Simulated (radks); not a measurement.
# Fe⁴⁺ in [Ar] 3d4: an all-electron calculation

An exercise on one series of results from a longer session: the logs are not shown, and one member is left open.

Program: radks (a radial shooting solver on a logarithmic mesh, Libxc functionals) version 1. Level of theory: scalar-relativistic Kohn-Sham, BLYP, spin-unpolarised, spherical densities, point nucleus. These are calculated values, not measurements, unless marked.

## The system

- element: iron (Z = 26)
- charge: +4
- electrons: 22
- configuration: [Ar] 3d4

Outer shells as boxes (Hund's rule):

Fe⁴⁺
```
[Ar] core
3d [↑ ][↑ ][↑ ][↑ ][  ]
```

Set-up of the first run:

Settings of this run:

```text
Z 26
configuration [Ar] 3d4
relativity scalar-relativistic
functional b88,lyp
spin unpolarised
nucleus point
c 137.035999084
```

One of the session's tables, all rows but one given; the rest of the session is left out.

It belongs to the step «Shells». Sizes of the orbitals, from the radial functions (bohr):

| level | <r> | outermost maximum (interpolated) | 90 % within | nodes |
| --- | --- | --- | --- | --- |
| 1s | 0.05846 | 0.0383 | 0.104 | 0 |
| 2s | 0.2670 | 0.222 | 0.414 | 1 |
| 2p | ? | ? | ? | ? |
| 3s | 0.7951 | 0.695 | 1.18 | 2 |
| 3p | 0.8294 | 0.704 | 1.27 | 1 |
| 3d | 0.9230 | 0.675 | 1.52 | 0 |

Estimate the missing values for 2p.

As computed: <r>: 0.2355; outermost maximum (interpolated): 0.180; 90 % within: 0.386; nodes: 0. In the column «<r>» it lies between 1s (0.05846) and 2s (0.2670).

To keep in mind: Spin polarisation and multiplet splitting are left out.
